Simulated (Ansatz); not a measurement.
## C2H3Br, SMILES C[C]Br: a geometry optimisation, step by step

Program: the Python package of Ansatz (0.2.0).

Notebook, run cell by cell (the value of a cell's last expression is shown):

```python
import itertools
import warnings

import ansatz as az
from ase.data import atomic_numbers, covalent_radii
import numpy as np
```

```python
warnings.simplefilter("ignore", az.DeckWarning)
```

```python
geometry_ang = [
    ("C", [-0.524, -0.0262, -0.0273]),
    ("C", [0.6814, 0.8942, -0.0648]),
    ("Br", [2.3164, -0.1228, 0.1486]),
    ("H", [-0.5657, -0.556, 0.9472]),
    ("H", [-1.4468, 0.5768, -0.1512]),
    ("H", [-0.4613, -0.766, -0.8525]),
]
mol = az.Crystal.molecule()
for symbol, xyz in geometry_ang:
    mol = mol.atom(symbol, xyz)

base = (
    mol.calculation()
    .basis(gaussian="def2-SVP")
    .functional("B3LYP")
    .spin("collinear", total=2)
)
symbols = [site.symbol for site in mol.cartesian_sites]
start = np.array([site.position_ang for site in mol.cartesian_sites], dtype=float)
def progress(event):
    if event["event"] == "relax_step":
        row = event["data"]
        print(f"step {row['step']:3d}  E = {row['lagrangian_ev']:.6f} eV  largest force component {row['allowed_force_max_ev_ang']:.4f} eV/A")
```

```python
rep = base.relax(force_tolerance=0.005, max_steps=100).session().plan().execute(on_event=progress).report
end = np.array(rep["positions_ang"])
```

    step   1  E = -72156.148727 eV  largest force component 2.3794 eV/A
    step   2  E = -72156.376388 eV  largest force component 1.0417 eV/A
    step   3  E = -72156.439439 eV  largest force component 0.6962 eV/A
    step   4  E = -72156.466256 eV  largest force component 0.1819 eV/A
    step   5  E = -72156.467400 eV  largest force component 0.0453 eV/A
    step   6  E = -72156.467473 eV  largest force component 0.0217 eV/A
    step   7  E = -72156.467493 eV  largest force component 0.0011 eV/A

```python
print("reference energy %16.6f eV" % rep["reference_energy_ev"])
print("total energy     %16.6f eV" % rep["free_energy_ev"])
print("occupied orbitals outside the frozen core (up, down):", rep["n_occupied"], " frozen:", rep["n_frozen"], " virtual:", rep["n_virtual"])

radius = [covalent_radii[atomic_numbers[s]] for s in symbols]
span = lambda where, i, j: np.linalg.norm(where[i] - where[j])
bonded = [(i, j) for i, j in itertools.combinations(range(len(symbols)), 2) if min(span(start, i, j), span(end, i, j)) < 1.2 * (radius[i] + radius[j])]
print("pair        before    after (A)")
for i, j in bonded:
    print(f"{symbols[i]}{i}-{symbols[j]}{j}".ljust(10), f"{span(start, i, j):8.4f} {span(end, i, j):8.4f}")
```

    reference energy    -72156.467696 eV
    total energy        -72156.467696 eV
    occupied orbitals outside the frozen core (up, down): [26, 24]  frozen: 0  virtual: [49, 51]
    pair        before    after (A)
    C0-C1        1.5171   1.4749
    C0-H3        1.1100   1.1082
    C0-H4        1.1093   1.1032
    C0-H5        1.1100   1.1082
    C1-Br2       1.9373   1.8407

```python
charges = rep["charge_distribution"]
dipole = np.array(charges["dipole_moment_e_ang"]) * 4.803205
print("dipole (D): {:.3f} {:.3f} {:.3f}, length {:.3f}".format(*dipole, np.linalg.norm(dipole)))
print("atom  Mulliken   Lowdin")
for symbol, m, l in zip(symbols, charges["mulliken_charges_e"], charges["lowdin_charges_e"]):
    print(f"{symbol:4s} {m:9.3f} {l:8.3f}")
```

    dipole (D): -1.042 -0.753 0.027, length 1.286
    atom  Mulliken   Lowdin
    C        0.025   -0.026
    C       -0.157   -0.237
    Br      -0.007    0.216
    H        0.045    0.013
    H        0.049    0.021
    H        0.045    0.013

Notes:
- Total energies depend on the basis set; only differences at equal settings carry meaning.
- The end point is the stationary point reached from this start; no frequency run checks that it is a minimum, and the basis set is modest.
- The run takes the species as open-shell (spin multiplicity 3), which needn't be its ground state.
- The Löwdin charges here are taken after orthogonalising the functions within each atom; they differ from plain Löwdin charges, and their signs can be unphysical.
- b3lyp holds the VWN-RPA fit, as in Gaussian; the form of ORCA and Turbomole is b3lyp5.
- It ran for 66 s on 1 thread of AMD EPYC 7571, on a shared host, peak memory 0.29 GiB.
